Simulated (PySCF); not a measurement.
# F₄H₄O₂Zr: NMR shieldings

What do calculations give for the NMR shieldings of F₄H₄O₂Zr (`[OH2]->[Zr](<-[OH2])([F])([F])([F])[F]`)?

Programs: PySCF 2.14.0, with routines of our own; each step states its level. All values are computed. Atoms count from 0.

## Step 1: The system as given

11 atoms, charge 0, multiplicity 1; geometry from: GFN1-xTB.

## Step 2: NMR shieldings: PBE/pcSseg-1 Zr:us-x2c-TZVPall-2c, spin–orbit

The job: settings as JSON, then the geometry in Å.

```
{"job": {"kind": "hnmr", "xc": "PBE", "basis": {"default": "pcSseg-1", "Zr": "us-x2c-TZVPall-2c"}, "rel": "so"}, "charge": 0, "multiplicity": 1}
Zr    -0.189240    -0.154890     0.005400
O      0.156660     0.015130     2.122700
H     -0.758550     0.255850     2.338760
H      0.638200     0.850390     2.022930
O     -0.031760     0.088720    -2.126800
H      0.013780    -0.862360    -2.316880
H      0.886940     0.394270    -2.067140
F      1.672250    -0.325840    -0.103000
F     -1.942510    -0.054210     0.639960
F     -0.013620     1.708110     0.054320
F     -0.432160    -1.915170    -0.570240
```

Level: PBE/pcSseg-1 Zr:us-x2c-TZVPall-2c GIAO NMR shielding, X2C with spin-orbit coupling, screened-nuclear two-electron part, Gaussian nuclei, gas phase.

Command:

```
$ OMP_NUM_THREADS=1 python heavy_run.py task.json out
```

This one command runs all jobs of the session in turn.

The log of the run:

```text
spin-free SCF
coarse grid: 49656 points
cycle   1  E = -4150.1266676240  dE =  5.630e-01  |g| = 1.587e+00  |ddm| = 2.813e+01
cycle   2  E = -4148.1637642290  dE =  1.963e+00  |g| = 3.878e+00  |ddm| = 2.540e+00
cycle   3  E = -4150.4523659338  dE = -2.289e+00  |g| = 5.817e-01  |ddm| = 1.938e+00
cycle   4  E = -4150.5065978712  dE = -5.423e-02  |g| = 2.097e-01  |ddm| = 4.596e-01
cycle   5  E = -4150.5121236455  dE = -5.526e-03  |g| = 8.790e-02  |ddm| = 1.351e-01
cycle   6  E = -4150.5133264967  dE = -1.203e-03  |g| = 1.741e-02  |ddm| = 5.347e-02
cycle   7  E = -4150.5133670964  dE = -4.060e-05  |g| = 8.546e-03  |ddm| = 1.103e-02
cycle   8  E = -4150.5133781488  dE = -1.105e-05  |g| = 1.714e-03  |ddm| = 4.499e-03
cycle   9  E = -4150.5133786103  dE = -4.615e-07  |g| = 1.020e-04  |ddm| = 9.325e-04
final grid: 104728 points
cycle  10  E = -4150.5125903640  dE = -1.246e-06  |g| = 1.369e-03  |ddm| = 2.013e-03
cycle  11  E = -4150.5125903274  dE =  3.666e-08  |g| = 5.581e-04  |ddm| = 4.327e-04
cycle  12  E = -4150.5125902491  dE =  7.821e-08  |g| = 8.934e-04  |ddm| = 7.186e-04
cycle  13  E = -4150.5125903757  dE = -1.266e-07  |g| = 1.127e-04  |ddm| = 4.525e-04
cycle  14  E = -4150.5125903777  dE = -1.975e-09  |g| = 1.802e-05  |ddm| = 6.134e-05
converged SCF energy = -4150.5125903777
two-component SCF
cycle   1  E = -4150.3527613699  dE = -4.150e+03  |FDS-SDF| = 1.744e+01
cycle   2  E = -4150.7035889100  dE = -3.508e-01  |FDS-SDF| = 1.967e-02
cycle   3  E = -4150.7035893465  dE = -4.365e-07  |FDS-SDF| = 4.185e-03
cycle   4  E = -4150.7035888366  dE =  5.099e-07  |FDS-SDF| = 3.120e-03
cycle   5  E = -4150.7035894791  dE = -6.425e-07  |FDS-SDF| = 1.464e-03
cycle   6  E = -4150.7035898230  dE = -3.439e-07  |FDS-SDF| = 8.790e-05
cycle   7  E = -4150.7035898238  dE = -8.276e-10  |FDS-SDF| = 4.114e-05
converged, E = -4150.7035898238

Field gradients (au) and densities at the nuclei (bohr^-3)
atom        Vxx        Vyy        Vzz        centre      nuclear mean
  0 Zr    -1.3474    -1.5553     2.9027      67713.035      67568.716
  1 O      0.0385     1.3758    -1.4143        282.006        282.005
  2 H     -0.1909    -0.2291     0.4200          0.344          0.344
  3 H     -0.1958    -0.2327     0.4285          0.346          0.346
  4 O      0.0392     1.3745    -1.4137        282.007        282.007
  5 H     -0.1903    -0.2287     0.4190          0.344          0.344
  6 H     -0.1946    -0.2314     0.4260          0.345          0.345
  7 F     -0.1413    -0.1818     0.3231        407.006        407.005
  8 F     -0.1720    -0.1808     0.3528        407.025        407.024
  9 F     -0.1411    -0.1812     0.3222        407.007        407.006
 10 F     -0.1711    -0.1800     0.3511        407.025        407.024
without picture change
  0 Zr                           3.0000                    117622.069

Core orbital energies (eV)
atom   shell        mean    spread
  0 Zr 1s       -17798.213   0.000
  0 Zr 2s        -2465.451   0.000
  0 Zr 3s         -403.061   0.000
  0 Zr 4s          -53.743   0.000
  0 Zr 2p1/2     -2256.405   0.000
  0 Zr 2p3/2     -2171.213   0.018
  0 Zr 3p1/2      -325.368   0.000
  0 Zr 3p3/2      -311.750   0.028
  0 Zr 4p1/2       -33.358   0.000
  0 Zr 4p3/2       -31.688   0.153
  0 Zr 3d3/2      -174.825   0.028
  0 Zr 3d5/2      -172.407   0.037

vertical triplet (scalar unrestricted SCF): 7.110 eV

Shielding tensors (ppm)
atom      isotropic    diamagn.    paramagn.     s11        s22        s33       span
  0 Zr     2018.87     3545.81    -1526.94    1766.53    2138.40    2151.68     385.15
  1 O       262.32      388.66     -126.34     245.33     269.19     272.46      27.14
  2 H        26.48       29.98       -3.49      19.07      23.86      36.52      17.45
  3 H        27.39       30.00       -2.61      20.84      24.43      36.91      16.07
  4 O       262.22      388.69     -126.46     244.83     269.11     272.73      27.90
  5 H        26.46       29.98       -3.52      19.02      23.85      36.50      17.48
  6 H        27.35       29.98       -2.62      20.76      24.41      36.89      16.13
  7 F        75.62      478.24     -402.62    -116.48       4.09     339.25     455.73
  8 F        46.70      478.60     -431.90    -201.55     -18.00     359.64     561.19
  9 F        74.57      478.25     -403.68    -118.44       3.03     339.12     457.56
 10 F        47.44      478.60     -431.15    -199.98     -17.34     359.66     559.64
```

It took 2.9 min on 1 thread of Arm Neoverse N1, shared host; peak memory 0.94 GiB.

From this job:

```
                       quantity       value
energy from spin-orbit coupling  -0.1910 Eh
```

## Step 3: NMR shieldings: PBE/pcSseg-1 Zr:us-x2c-TZVPall-2c, spin-free

Settings changed since step 2:

```diff
@@ -1,2 +1,2 @@
-{"job": {"kind": "hnmr", "xc": "PBE", "basis": {"default": "pcSseg-1", "Zr": "us-x2c-TZVPall-2c"}, "rel": "so"}, "charge": 0, "multiplicity": 1}
+{"job": {"kind": "hnmr", "xc": "PBE", "basis": {"default": "pcSseg-1", "Zr": "us-x2c-TZVPall-2c"}, "rel": "sf"}, "charge": 0, "multiplicity": 1}
 Zr    -0.189240    -0.154890     0.005400
```

Method: PBE/pcSseg-1 Zr:us-x2c-TZVPall-2c GIAO NMR shielding, spin-free X2C, Gaussian nuclei, gas phase.

The log of the run:

```text
spin-free SCF
coarse grid: 49656 points
cycle   1  E = -4150.1266676240  dE =  5.630e-01  |g| = 1.587e+00  |ddm| = 2.813e+01
cycle   2  E = -4148.1637642290  dE =  1.963e+00  |g| = 3.878e+00  |ddm| = 2.540e+00
cycle   3  E = -4150.4523659338  dE = -2.289e+00  |g| = 5.817e-01  |ddm| = 1.938e+00
cycle   4  E = -4150.5065978712  dE = -5.423e-02  |g| = 2.097e-01  |ddm| = 4.596e-01
cycle   5  E = -4150.5121236455  dE = -5.526e-03  |g| = 8.790e-02  |ddm| = 1.351e-01
cycle   6  E = -4150.5133264967  dE = -1.203e-03  |g| = 1.741e-02  |ddm| = 5.347e-02
cycle   7  E = -4150.5133670964  dE = -4.060e-05  |g| = 8.546e-03  |ddm| = 1.103e-02
cycle   8  E = -4150.5133781488  dE = -1.105e-05  |g| = 1.714e-03  |ddm| = 4.499e-03
cycle   9  E = -4150.5133786103  dE = -4.615e-07  |g| = 1.020e-04  |ddm| = 9.325e-04
final grid: 104728 points
cycle  10  E = -4150.5125903640  dE = -1.246e-06  |g| = 1.369e-03  |ddm| = 2.013e-03
cycle  11  E = -4150.5125903274  dE =  3.666e-08  |g| = 5.581e-04  |ddm| = 4.327e-04
cycle  12  E = -4150.5125902491  dE =  7.821e-08  |g| = 8.934e-04  |ddm| = 7.186e-04
cycle  13  E = -4150.5125903757  dE = -1.266e-07  |g| = 1.127e-04  |ddm| = 4.525e-04
cycle  14  E = -4150.5125903777  dE = -1.975e-09  |g| = 1.802e-05  |ddm| = 6.134e-05
converged SCF energy = -4150.5125903777
check of the scalar solution
cycle   1  E = -4150.5125903777  dE = -4.151e+03  |FDS-SDF| = 1.435e+00
cycle   2  E = -4150.5127591960  dE = -1.688e-04  |FDS-SDF| = 6.365e-04
cycle   3  E = -4150.5127591954  dE =  6.503e-10  |FDS-SDF| = 7.149e-05
converged, E = -4150.5127591954

Field gradients (au) and densities at the nuclei (bohr^-3)
atom        Vxx        Vyy        Vzz        centre      nuclear mean
  0 Zr    -1.3467    -1.5543     2.9009      67697.154      67552.836
  1 O      0.0385     1.3758    -1.4143        282.006        282.005
  2 H     -0.1909    -0.2291     0.4200          0.344          0.344
  3 H     -0.1958    -0.2327     0.4285          0.346          0.346
  4 O      0.0392     1.3745    -1.4138        282.007        282.007
  5 H     -0.1903    -0.2287     0.4190          0.344          0.344
  6 H     -0.1946    -0.2314     0.4260          0.345          0.345
  7 F     -0.1414    -0.1817     0.3232        407.006        407.005
  8 F     -0.1723    -0.1806     0.3529        407.025        407.024
  9 F     -0.1412    -0.1812     0.3223        407.007        407.006
 10 F     -0.1714    -0.1798     0.3512        407.025        407.024
without picture change
  0 Zr                           3.0008                    117623.881

Core orbital energies (eV)
atom   shell        mean    spread
  0 Zr 1s       -17798.666   0.000
  0 Zr 2s        -2465.532   0.000
  0 Zr 3s         -403.077   0.000
  0 Zr 4s          -53.746   0.000
  0 Zr 2p        -2198.987   0.028
  0 Zr 3p         -316.189   0.041
  0 Zr 4p          -32.230   0.224
  0 Zr 3d         -173.379   0.049

Shielding tensors (ppm)
atom      isotropic    diamagn.    paramagn.     s11        s22        s33       span
  0 Zr     1640.34     3763.20    -2122.86    1395.61    1756.84    1768.58     372.97
  1 O       261.79      388.49     -126.71     245.96     268.21     271.18      25.22
  2 H        26.43       29.97       -3.54      18.97      23.78      36.55      17.57
  3 H        27.33       30.00       -2.67      20.74      24.33      36.91      16.18
  4 O       261.68      388.51     -126.83     245.45     268.14     271.45      26.01
  5 H        26.41       29.97       -3.57      18.93      23.77      36.53      17.60
  6 H        27.29       29.97       -2.69      20.66      24.32      36.89      16.24
  7 F        75.32      478.30     -402.98    -116.24       4.71     337.48     453.72
  8 F        46.86      478.59     -431.73    -200.16     -16.84     357.58     557.74
  9 F        74.27      478.30     -404.03    -118.19       3.66     337.34     455.53
 10 F        47.60      478.59     -430.99    -198.60     -16.19     357.59     556.19
```

Wall time 53 s (1 thread of Arm Neoverse N1, shared host); peak memory 0.83 GiB.

## Step 4: Shieldings side by side

```
                                                  run     Zr0     O4     O1    F7    F9    F8   F10     time
step 2, PBE/pcSseg-1 Zr:us-x2c-TZVPall-2c, spin–orbit  2018.9  262.2  262.3  75.6  74.6  46.7  47.4  2.9 min
 step 3, PBE/pcSseg-1 Zr:us-x2c-TZVPall-2c, spin-free  1640.3  261.7  261.8  75.3  74.3  46.9  47.6     53 s
```

## Step 5: Results

| quantity | value |
| --- | --- |
| energy from spin-orbit coupling (step 2, PBE/pcSseg-1 Zr:us-x2c-TZVPall-2c, spin–orbit) | -0.1910 Eh |
| shieldings (step 2, PBE/pcSseg-1 Zr:us-x2c-TZVPall-2c, spin–orbit) | Zr0 2018.9, O1 262.3, O4 262.2, F7 75.6, F8 46.7, F9 74.6, F10 47.4 ppm |
| shieldings (step 3, PBE/pcSseg-1 Zr:us-x2c-TZVPall-2c, spin-free) | Zr0 1640.3, O1 261.8, O4 261.7, F7 75.3, F8 46.9, F9 74.3, F10 47.6 ppm |

In words: A contracted two-component basis is stiff near heavy nuclei, so the absolute shieldings of the heavy atoms from it are rough. Zr0 moves most between the runs, by 379 ppm; the labels say what changes from run to run. The geometry comes from tight binding, which is rough for metal atoms, and these values hang on it.
